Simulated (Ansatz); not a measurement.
# ClFH₂OSiTe: small, medium and large basis sets

The task here is to estimate one member of a computed series from the others.

Computed with Ansatz 0.2.0, Gaussian basis. Level: one geometry, several basis sets.

Levels to be run: PBE0-D4/def2-SVP; ωB97M-V/def2-SVP; PBE0-D4/def2-QZVPP; ωB97M-V/def2-QZVPP; the functionals' def2-TZVPP values are taken from earlier runs.

### Structure used throughout

All runs share one geometry, relaxed beforehand with PBE0-D4 in a triple-zeta def2 set. Te takes the def2 core potential; no spin-orbit term is included.

SMILES `O[Si](F)(Cl)[TeH]`, 7 atoms, charge 0, spin multiplicity 1.

Atoms are counted from 1 here; the program's logs count them from 0.

Bond lengths: O1–Si2 1.622 Å, O1–H6 0.959 Å, Si2–F3 1.580 Å, Si2–Cl4 2.039 Å, Si2–Te5 2.473 Å, Te5–H7 1.656 Å. Angles: Si2–O1–H6 118.1°, O1–Si2–F3 104.7°, O1–Si2–Cl4 112.2°, O1–Si2–Te5 110.0°, F3–Si2–Cl4 106.8°, F3–Si2–Te5 112.0°, Cl4–Si2–Te5 110.9°, Si2–Te5–H7 90.9°.

The first run:

File in.yaml:

```yaml
crystal:
  periodic: [false, false, false]
  atoms:
    - {symbol: O, position_ang: [-1.057022, -1.295897, -0.583822]}
    - {symbol: Si, position_ang: [0.165677, -0.435507, 0.046354]}
    - {symbol: F, position_ang: [1.444230, -1.339837, -0.165943]}
    - {symbol: Cl, position_ang: [-0.038657, -0.163555, 2.057063]}
    - {symbol: Te, position_ang: [0.362132, 1.735865, -1.120272]}
    - {symbol: H, position_ang: [-1.949562, -0.965585, -0.465788]}
    - {symbol: H, position_ang: [1.134404, 2.396616, 0.186708]}
basis:
  gaussian: {orbitals: def2-SVP}
hamiltonian: {xc: pbe0, dispersion: d4}
output: {orbitals: {seedname: orbitals}}
```

Among the steps run: PBE0-D4 in def2-SVP; ωB97M-V in def2-SVP; PBE0-D4 in def2-QZVPP; ωB97M-V in def2-QZVPP.

One table of the session follows, with a row left open; its other results are not shown here.

It belongs to the step «Functionals by basis». 

| functional | basis | HOMO (eV) |
| --- | --- | --- |
| PBE0-D4 | def2-SVP | ? |
| PBE0-D4 | def2-TZVPP | -7.00 |
| PBE0-D4 | def2-QZVPP | -7.03 |
| ωB97M-V | def2-SVP | -8.96 |
| ωB97M-V | def2-TZVPP | -9.08 |
| ωB97M-V | def2-QZVPP | -9.12 |

Estimate the missing values for PBE0-D4, def2-SVP.

**Answer.** HOMO (eV): -6.91. In the column «HOMO (eV)» it is the highest.
